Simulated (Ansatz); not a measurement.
# SiW8C8: the cost of one run

Program: Ansatz 0.2.0. Level of theory: DFT PBE, plane waves, PAW, scalar-relativistic, no spin polarisation. These are calculated values, not measurements.

The COD cell was measured well above room temperature, so it is larger than a cold one.

## 1. The starting structure

The cell holds 17 atoms (C8SiW8): a = 5.798 Å, b = 5.798 Å, c = 17.253 Å, α = 90.00°, β = 90.00°, γ = 120.00°.

Its coordinates follow in the input file.

## 2. End point A

input.yaml

```yaml
crystal:
  lattice:
    - [5.79758, 0.0, 0.0]
    - [-2.89879, 5.020852, 0.0]
    - [0.0, 0.0, 17.25328]
  atoms:
    - { symbol: W, position: [0.0, 0.0, 0.05796] }
    - { symbol: C, position: [0.3333333, 0.1666667, 0.1401334] }
    - { symbol: W, position: [0.0, 0.0, 0.2223067] }
    - { symbol: C, position: [0.3333333, 0.1666667, 0.3044801] }
    - { symbol: W, position: [0.0, 0.5, 0.05796] }
    - { symbol: C, position: [0.3333333, 0.6666667, 0.1401334] }
    - { symbol: W, position: [0.0, 0.5, 0.2223067] }
    - { symbol: C, position: [0.3333333, 0.6666667, 0.3044801] }
    - { symbol: W, position: [0.5, 0.0, 0.05796] }
    - { symbol: C, position: [0.8333333, 0.1666667, 0.1401334] }
    - { symbol: W, position: [0.5, 0.0, 0.2223067] }
    - { symbol: C, position: [0.8333333, 0.1666667, 0.3044801] }
    - { symbol: W, position: [0.5, 0.5, 0.05796] }
    - { symbol: C, position: [0.8333333, 0.6666667, 0.1401334] }
    - { symbol: W, position: [0.5, 0.5, 0.2223067] }
    - { symbol: C, position: [0.8333333, 0.6666667, 0.3044801] }
    - { symbol: Si, position: [0.8274929, 0.1714083, 0.4151837] }
basis:
  ecutwfc: 420.0
kpoints:
  mp_grid: { grid: [3, 3, 1] }
hamiltonian:
  xc: pbe
  pseudopotentials: { kind: paw, azcp: { folder: soft_1 } }
scf:
  occupations: { method: gaussian, width: 0.05 }
  lower_state_search: "off"
relax:
  f_tol: 0.03
  max_steps: 60
  adjacent_minimum: "off"
  constraints: [{ sites: [0, 4, 8, 12] }]
output:
  write_density: true
  write_potential: true
  elf: true
  volumetric_format: npy
```

Launch:

```
> ansatz run input.yaml --threads 4 --pin off --max-ram 10240MiB --backend cpu --events-out ev --progress --plain --runs-dir out
```

What time and memory should one allow on 4 threads of Arm Neoverse V2, shared host?

About 77 s, with a peak of 1.3 GiB.
